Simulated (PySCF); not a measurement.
# [TlCl2]+: other functionals and bases at one geometry

An exercise on one series of results from a longer session: the logs are not shown, and one member is left open.

Computed with PySCF 2.14.0. Level: several levels, as the steps say, no spin–orbit coupling.

1 further run of the same task is left out (for a known fault of the program).

## The starting structure

3 atoms, charge 1, spin multiplicity 1.

Bond lengths: Tl1–Cl2 2.300 Å, Tl1–Cl3 2.300 Å. Angles: Cl2–Tl1–Cl3 180.0°.

Geometry (Å):

```xyz
3

Tl    0.0000    0.0000    0.4052
Cl    2.3001    0.0000    0.4058
Cl   -2.3001    0.0000    0.4058
```

Formal oxidation states: Tl +3. An earlier session relaxed this geometry at PBE0, Tl def2-SVP with ECP60, Cl def2-SVP (singlet, point group D∞h).

At PBE0 on the finer grid: E = -1092.057685 Eh, HOMO -15.16 eV, LUMO -10.15 eV, Mulliken charge on Tl1 +0.91 e, largest force component 0.003 eV/Å. 

Levels to run: B3LYP; CAM-B3LYP; PBE0, TZVP. Hardware: 2 threads of Arm Neoverse V1, shared host.

The first run:

The input, run.py (the lines that set the calculation):

```python
mol = gto.M(atom='''
Tl     0.00000     0.00000     0.40525
Cl     2.30008     0.00000     0.40582
Cl    -2.30008     0.00000     0.40582''',
    basis={'Tl': 'def2-SVP', 'Cl': 'def2-SVP'},
    ecp={'Tl': 'def2-SVP'},
    charge=1, spin=0)
mf = dft.RKS(mol, xc='B3LYP')
mf.grids.atom_grid = (75, 302)
mf = mf.density_fit()  # fitting sets: Tl def2-universal-JKFIT, Cl def2-universal-JKFIT
mf.conv_tol = 1e-08; mf.max_cycle = 55
mf.kernel(dm0)  # dm0: the density of the relaxed state
```

Run with:

```sh
$ OMP_NUM_THREADS=2 python run.py
```

Steps of the session up to this table: B3LYP; CAM-B3LYP; PBE0, TZVP.

One table of the session follows, with a row left open; its other results are not shown here.

| level | HOMO (eV) | gap (eV) | charge on Tl1 (e) | largest force component (eV/Å) |
| --- | --- | --- | --- | --- |
| PBE0 (relaxed here) | -15.16 | 5.01 | 0.91 | 0.00 |
| B3LYP | -14.81 | 4.47 | 0.87 | 0.39 |
| CAM-B3LYP | ? | ? | ? | ? |
| PBE0, TZVP | -15.09 | 5.14 | 1.09 | 0.93 |

Q: Estimate the row for CAM-B3LYP from the others.

The run gave: HOMO (eV): -16.45; gap (eV): 7.40; charge on Tl1 (e): 0.87; largest force component (eV/Å): 0.09. In the column «HOMO (eV)» it is the lowest.

In one basis the HOMO–LUMO gap runs from 4.47 eV (B3LYP) to 7.40 eV (CAM-B3LYP). The largest leftover force, 0.93 eV/Å with PBE0, TZVP, stands at a geometry relaxed at another level. Total energies of different levels can't be compared.
